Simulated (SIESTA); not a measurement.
Runs of SIESTA 5.4.2 on Ge3Pd. The structure is cubic, space group Pm-3m (No. 221). Conventional cell: a = 4.142 Å, b = 4.142 Å, c = 4.142 Å, α = 90.00°, β = 90.00°, γ = 90.00°. Pd (site symmetry m-3m) has 12 Ge at 2.93 Å as nearest neighbours. Ge (site symmetry 4/mmm) is surrounded by 4 Pd at 2.93 Å and 8 Ge at 2.93 Å. The cell comes from a database or a generator and needn't be the stable form of this composition.

```tsv
task	level	potentials or basis	U	k mesh	hubbard projector method	U from the first cycle	broadening (eV)	window from (eV)	window to (eV)	gap on the mesh (eV)	pressure (GPa)	V0 of scaled cells (Å³/atom)	B0 (GPa)
band structure	LDA	PseudoDojo 0.4 standard (LDA files), DZP (energy shift 0.003 Ry; two zetas on semicore shells)	-	7 × 7 × 7	-	-	-	-	-	none	(b)	-	-
equation of state	PBE	PseudoDojo 0.4 standard (PBE files), DZP (energy shift 0.003 Ry; two zetas on semicore shells)	-	7 × 7 × 7	-	-	-	-	-	-	-	18.02	84
density of states	PBEsol+U	PseudoDojo 0.4 standard (PBEsol files), DZP (energy shift 0.003 Ry; two zetas on semicore shells)	Pd d U = 6 eV	5 × 5 × 5	1	yes	0.2 eV	-10 eV	10 eV	none	-4.1	-	-
density of states	PBEsol	PseudoDojo 0.4 standard (PBEsol files), DZP (energy shift 0.003 Ry; two zetas on semicore shells)	-	5 × 5 × 5	1	yes	0.2 eV	-10 eV	10 eV	none	-3.4	-	-
band structure	PBE	PseudoDojo 0.4 standard (PBE files), DZP (energy shift 0.003 Ry; two zetas on semicore shells)	-	7 × 7 × 7	-	-	-	-	-	none	1.5	-	-
density of states	PBEsol+U	PseudoDojo 0.4 standard (PBEsol files), DZP (energy shift 0.003 Ry; two zetas on semicore shells)	Pd d U = 4 eV	5 × 5 × 5	1	yes	0.2 eV	-10 eV	10 eV	none	(a)	-	-
equation of state	PBEsol	PseudoDojo 0.4 standard (PBEsol files), DZP (energy shift 0.003 Ry; two zetas on semicore shells)	-	7 × 7 × 7	-	-	-	-	-	-	-	17.09	92
density of states	PBEsol+U	PseudoDojo 0.4 standard (PBEsol files), DZP (energy shift 0.003 Ry; two zetas on semicore shells)	Pd d U = 2 eV	5 × 5 × 5	1	yes	0.2 eV	-10 eV	10 eV	none	-3.7	-	-
```

Alike in all rows: no spin polarisation; cell as given; smearing fermi-dirac 0.05 eV; grid cutoff 800 Ry; energy shift 0.003 Ry.

Question: Estimate the missing entries.

Answer: (a) -3.9; (b) -5.8.

Caveats: the basis of atomic orbitals isn't converged, which shifts pressures, moduli and gaps; U without spin polarisation on a metal has little footing (some runs); the U is typed as a test and isn't derived for this compound (some runs).

A k mesh can miss the band edges, and the runs leave out spin-orbit coupling on Ge, Pd.

A gap of «none» marks a metal or a gap under the smearing width.

Not every run made on this cell is shown here.
